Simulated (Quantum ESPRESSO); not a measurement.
## HfGe under changes of volume

One of the cells (21.294 Å³/atom); the others are scaled copies at fixed shape and fractional positions:

```xyz
2
Lattice="3.2197 0.0000 0.0000 0.0000 3.2197 0.0000 0.0000 0.0000 4.1084" Properties=species:S:1:pos:R:3 pbc="T T T"
Hf    1.6098    1.6098    0.0000
Ge    0.0000    0.0000    0.0000
```

The cell was built by a generator and needn't be a form met in nature.

- Program: Quantum ESPRESSO 7.5
- Functional: PBE
- Potentials or basis: SSSP 1.3 efficiency PBE
- Cutoff: 816 eV
- Density cutoff: 5987 eV
- k mesh: 8 × 8 × 7
- Occupations: fermi-dirac, width 0.05 eV
- Spin: no spin polarisation

```tsv
volume (Å³/atom)	energy over the lowest point (meV/atom)	pressure (GPa)
20.017	?	?
20.443	795.51	72.4
20.869	610.33	67.0
21.294	438.86	61.9
21.720	280.32	57.1
22.146	134.28	52.6
22.572	0.00	48.4
```

Question: What does the run at 20.017 Å³/atom give?

Answer: Energy over the lowest point 995.82 meV/atom; pressure 78.4 GPa.

Worked out: A Birch-Murnaghan fit of order 3 (a polynomial in V^(-2/3)) to the other rows has no minimum within the range. It gives 995.07 meV/atom at 20.017 Å³/atom, against the run's 995.82, and -dE/dV = 77.8 GPa, against 78.4.

Energies are extrapolated to zero smearing.

Caveats: the cell as given lies far from equilibrium (some runs).
